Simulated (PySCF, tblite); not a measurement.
# C₆H₁₅OPSi: geometry, infrared bands and NMR shifts

What infrared bands and NMR shifts should C₆H₁₅OPSi (`C=C[P@@](=C)(C[SiH3])COC`) show?

Computed with tblite 0.8.0 and PySCF 2.14.0, with density-fitted response routines of our own, on a single molecule in the gas phase. Atoms count from 0, in the outputs and in this text.

### 1 The starting structure

24 atoms, charge 0, multiplicity 1; geometry from: force field or distance geometry start.

Bonds of the start (Å): C0–C1 1.34, C1–P2 1.69, P2–C3 1.76, P2–C4 1.76, C4–Si5 1.84, P2–C6 1.76, C6–O7 1.43, O7–C8 1.41, C0–H9 1.09, C0–H10 1.08, C1–H11 1.09, C3–H12 1.09, C3–H13 1.11, C4–H14 1.11, C4–H15 1.09, Si5–H16 1.48, Si5–H17 1.49, Si5–H18 1.49, C6–H19 1.09, C6–H20 1.09, C8–H21 1.10, C8–H22 1.09, C8–H23 1.09.

### 2 Relaxing the molecule with GFN2-xTB

The job: settings as JSON, then the geometry in Å.

```
{"job": {"kind": "relax", "xc": "GFN2-xTB", "basis": "xTB"}, "charge": 0, "multiplicity": 1}
C     -0.243000    -2.928300     0.935100
C      0.333800    -1.728600     0.774600
P     -0.052900    -0.605300    -0.433500
C      0.007200    -1.396500    -2.000000
C     -1.729400    -0.053600    -0.428900
Si    -2.155300     0.954700     1.045100
C      1.145800     0.654000    -0.696600
O      1.273500     1.343000     0.552500
C      2.207600     2.401800     0.469500
H     -1.043200    -3.256700     0.270400
H      0.040400    -3.597200     1.735800
H      1.112400    -1.470800     1.499900
H     -0.528000    -1.003900    -2.858800
H      0.595300    -2.327800    -2.131900
H     -1.928000     0.553800    -1.331600
H     -2.403700    -0.913800    -0.474900
H     -3.610600     1.229000     1.054900
H     -1.829700     0.245700     2.314700
H     -1.480400     2.282900     1.014600
H      0.836700     1.350600    -1.469900
H      2.110500     0.224300    -0.959800
H      1.877700     3.146300    -0.269800
H      3.202400     2.032800     0.224600
H      2.249200     2.883300     1.445700
```

Command:

```console
> OMP_NUM_THREADS=1 python probes_run.py task.json out
```

This one command runs all jobs of the session in turn.

**Question.** This job is followed by: GFN2-xTB harmonic vibrations, gas phase; GIAO PBE0/pcSseg-1 NMR shielding, non-relativistic, gas phase. Predict these results of the whole session: strongest single infrared mode (GFN2-xTB); zero-point energy (GFN2-xTB); 13C shifts against TMS (PBE0/pcSseg-1); 1H shifts against TMS (PBE0/pcSseg-1, means over atoms taken as alike); 31P shifts against H3PO4 (PBE0/pcSseg-1); 29Si shifts against TMS (PBE0/pcSseg-1); 17O shifts against H2O (PBE0/pcSseg-1); surface potential, 1st and 99th percentile.

**Answer**, as computed:

| quantity | value |
| --- | --- |
| strongest single infrared mode (GFN2-xTB) | 2166 cm⁻¹, 430 km/mol |
| zero-point energy (GFN2-xTB) | 116.6 kcal/mol |
| 13C shifts against TMS (PBE0/pcSseg-1) | 143.3, 139.7, 82.9, 61.2, 11.9, -2.4 ppm |
| 1H shifts against TMS (PBE0/pcSseg-1, means over atoms taken as alike) | 7.61, 6.95, 6.53, 3.90, 3.48, 3.40, 3.13, 1.36, 1.08, -0.21 ppm |
| 31P shifts against H3PO4 (PBE0/pcSseg-1) | -2.4 ppm |
| 29Si shifts against TMS (PBE0/pcSseg-1) | -84.3 ppm |
| 17O shifts against H2O (PBE0/pcSseg-1) | 30.8 ppm |
| surface potential, 1st and 99th percentile | -1.90 V and 1.00 V |

What this shows: Over 121 steps the energy fell by 1.842 eV; of the close pairs, P2–C6 changed most, 1.758 to 1.898 Å. All 66 modes are real, so the xTB geometry is a minimum. The strongest single mode, at 2166 cm⁻¹, moves mainly H16. Unscaled tight-binding wavenumbers are off by several per cent, some by more. Its intensities can rank the bands wrongly. The most deshielded carbon is C0 (terminal =CH2 carbon), at 143.3 ppm: an sp2 carbon of a C=C bond. At PBE0/pcSseg-1: The largest span, 266 ppm, is at C0, where the paramagnetic term is -209 ppm. By nearest atom (PBE0/pcSseg-1), the HOMO sits on C3 56 %; P2 9 % and the LUMO on C0, C1 about 28 % each; H9, H10 about 8 % each.
